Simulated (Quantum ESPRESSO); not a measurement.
A run of Quantum ESPRESSO 7.5:

pw.in

```
&CONTROL
  calculation = 'scf'
  prefix = 'pwscf'
  outdir = './tmp'
  pseudo_dir = './pseudo'
  tprnfor = .true.
  tstress = .true.
  disk_io = 'low'
/
&SYSTEM
  ibrav = 0
  nat = 2
  ntyp = 2
  ecutwfc = 45
  ecutrho = 360
  nbnd = 10
  input_dft = 'vdw-df2-b86r'
  occupations = 'smearing'
  smearing = 'fd'
  degauss = 0.00367493
/
&ELECTRONS
  conv_thr = 4d-10
  electron_maxstep = 120
  mixing_beta = 0.5
/
ATOMIC_SPECIES
Si    28.0850 si_pbe_v1.uspp.F.UPF
O     15.9990 o_pbe_v1.2.uspp.F.UPF
CELL_PARAMETERS angstrom
   2.8069700000    0.0000000000    0.0000000000
   0.0000000000    2.8069700000    0.0000000000
   0.0000000000    0.0000000000    2.8069700000
ATOMIC_POSITIONS crystal
Si     0.0000000000    0.0000000000    0.0000000000
O      0.5000000000    0.5000000000    0.5000000000
K_POINTS automatic
6 6 6 1 1 1
```

File relax.in:

```
&CONTROL
  calculation = 'vc-relax'
  prefix = 'pwscf'
  outdir = './tmp'
  pseudo_dir = './pseudo'
  tprnfor = .true.
  tstress = .true.
  disk_io = 'low'
  nstep = 40
  forc_conv_thr = 0.0001
  etot_conv_thr = 1d-06
/
&SYSTEM
  ibrav = 0
  nat = 2
  ntyp = 2
  ecutwfc = 45
  ecutrho = 360
  nbnd = 10
  input_dft = 'vdw-df2-b86r'
  occupations = 'smearing'
  smearing = 'fd'
  degauss = 0.00367493
/
&ELECTRONS
  conv_thr = 4d-10
  electron_maxstep = 120
  mixing_beta = 0.5
/
&IONS
  ion_dynamics = 'bfgs'
/
&CELL
  cell_dynamics = 'bfgs'
  press = 0
  press_conv_thr = 0.2
/
ATOMIC_SPECIES
Si    28.0850 si_pbe_v1.uspp.F.UPF
O     15.9990 o_pbe_v1.2.uspp.F.UPF
CELL_PARAMETERS angstrom
   2.8069700000    0.0000000000    0.0000000000
   0.0000000000    2.8069700000    0.0000000000
   0.0000000000    0.0000000000    2.8069700000
ATOMIC_POSITIONS crystal
Si     0.0000000000    0.0000000000    0.0000000000
O      0.5000000000    0.5000000000    0.5000000000
K_POINTS automatic
6 6 6 1 1 1
```

File gamma.in:

```
&CONTROL
  calculation = 'bands'
  prefix = 'pwscf'
  outdir = './tmp'
  pseudo_dir = './pseudo'
  disk_io = 'low'
  verbosity = 'high'
/
&SYSTEM
  ibrav = 0
  nat = 2
  ntyp = 2
  ecutwfc = 45
  ecutrho = 360
  nbnd = 10
  input_dft = 'vdw-df2-b86r'
  occupations = 'smearing'
  smearing = 'fd'
  degauss = 0.00367493
/
&ELECTRONS
  conv_thr = 1d-08
  electron_maxstep = 120
  mixing_beta = 0.5
  diago_full_acc = .true.
  startingwfc = 'random'
/
ATOMIC_SPECIES
Si    28.0850 si_pbe_v1.uspp.F.UPF
O     15.9990 o_pbe_v1.2.uspp.F.UPF
CELL_PARAMETERS angstrom
   2.8126169958    0.0000000000    0.0000000000
   0.0000000000    2.8126169958    0.0000000000
   0.0000000000    0.0000000000    2.8126169958
ATOMIC_POSITIONS crystal
Si     0.0000000000    0.0000000000    0.0000000000
O      0.5000000000    0.5000000000    0.5000000000
K_POINTS crystal
1
0.0 0.0 0.0 1
```

Contents of scf2.in:

```
&CONTROL
  calculation = 'scf'
  prefix = 'pwscf'
  outdir = './tmp'
  pseudo_dir = './pseudo'
  tprnfor = .true.
  tstress = .true.
  disk_io = 'low'
/
&SYSTEM
  ibrav = 0
  nat = 2
  ntyp = 2
  ecutwfc = 45
  ecutrho = 360
  nbnd = 10
  input_dft = 'vdw-df2-b86r'
  occupations = 'fixed'
/
&ELECTRONS
  conv_thr = 1d-13
  electron_maxstep = 120
  mixing_beta = 0.5
  startingpot = 'file'
/
ATOMIC_SPECIES
Si    28.0850 si_pbe_v1.uspp.F.UPF
O     15.9990 o_pbe_v1.2.uspp.F.UPF
CELL_PARAMETERS angstrom
   2.8126169958    0.0000000000    0.0000000000
   0.0000000000    2.8126169958    0.0000000000
   0.0000000000    0.0000000000    2.8126169958
ATOMIC_POSITIONS crystal
Si     0.0000000000    0.0000000000    0.0000000000
O      0.5000000000    0.5000000000    0.5000000000
K_POINTS automatic
6 6 6 1 1 1
```

The input ph.in:

```
phonons of SiO
&INPUTPH
  prefix = 'pwscf'
  outdir = './tmp'
  tr2_ph = 1d-18
  fildyn = 'dyn'
  niter_ph = 90
  alpha_mix(1) = 0.7
  epsil = .true.
/
0.0000000000 0.0000000000 0.0000000000
```

The input dynmat.in:

```
&INPUT
  fildyn = 'dyn'
  asr = 'crystal'
  lperm = .true.
  filout = 'dynmat.disp'
  fileig = 'dynmat.eig'
/
```

File dynmat_lo.in:

```
&INPUT
  fildyn = 'dyn'
  asr = 'crystal'
  filout = 'dynmat_lo.disp'
  fileig = 'dynmat_lo.eig'
  q(1) = 0
  q(2) = 0
  q(3) = 1
/
```

Potentials or basis: GBRV 1.5 PBE.

Run with:

```bash
$ OMP_NUM_THREADS=1 pw.x -in pw.in > pw.out
$ OMP_NUM_THREADS=1 pw.x -in relax.in > relax.out
$ OMP_NUM_THREADS=1 pw.x -in gamma.in > gamma.out
$ OMP_NUM_THREADS=1 pw.x -in scf2.in > scf2.out
$ OMP_NUM_THREADS=1 ph.x -in ph.in > ph.out
$ OMP_NUM_THREADS=1 dynmat.x -in dynmat.in > dynmat.out
$ OMP_NUM_THREADS=1 dynmat.x -in dynmat_lo.in > dynmat_lo.out
```

Hardware: 1 thread of Arm Neoverse V2 (shared host).

**Question.** How long does it take, and how much memory?

**Answer.** It took 5.5 min on 1 thread of Arm Neoverse V2, on a shared host, peak memory 0.13 GiB. Counts: scf iterations 57, k pools 1, bands 10, ion steps 4, k points 10, g dense 17077.
